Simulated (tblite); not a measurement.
# C14H10BO5S: the cost of one run

Programs: tblite 0.8.0 and PySCF 2.14.0, with routines of our own; each step states its level. All values are computed. Atoms count from 0.

## 1. The system as given

31 atoms, charge -1, multiplicity 1; geometry from: force field, distance geometry or constructed start.

## 2. Optimising the geometry with GFN2-xTB

Job settings and geometry (Å):

```
{"job": {"kind": "relax", "xc": "GFN2-xTB", "basis": "xTB"}, "charge": -1, "multiplicity": 1}
C     -3.150400     2.756300     0.191800
S     -3.121300     1.603500     1.590100
C     -2.708800     0.183800     0.572600
C     -3.729100    -0.611000     0.011000
C     -3.404400    -1.732800    -0.786900
C     -4.488700    -2.553900    -1.364100
O     -4.230100    -3.551400    -2.087500
C     -2.044200    -2.039900    -1.036400
C     -1.063600    -1.233600    -0.472900
C     -1.390400    -0.153400     0.310100
O     -0.256500     0.502500     0.756700
B      0.912200    -0.255400     0.190900
O      1.821700    -0.765800     1.279100
C      3.069100    -0.211400     1.017300
C      4.231600    -0.391500     1.759000
C      5.399100     0.261800     1.339300
C      5.377000     1.085400     0.188000
C      4.183900     1.249300    -0.540200
C      3.042500     0.590600    -0.091700
O      1.786600     0.627400    -0.664200
O      0.301800    -1.372700    -0.600800
H     -3.932000     2.448100    -0.537200
H     -2.159400     2.791100    -0.296800
H     -3.403800     3.769100     0.565500
H     -4.764700    -0.366300     0.213000
H     -5.525200    -2.302200    -1.159700
H     -1.761400    -2.885800    -1.651500
H      4.240100    -1.029200     2.637500
H      6.322900     0.136300     1.884900
H      6.280300     1.587000    -0.131100
H      4.157900     1.881600    -1.420700
```

Started as:

```console
OMP_NUM_THREADS=1 python large_run.py task.json out
```

This one command runs all jobs of the session in turn.

**Question.** How long does this first job take on 1 thread of Arm Neoverse V1, shared host, and how much memory does it need?

About 2.3 s, with a peak of 0.18 GiB.
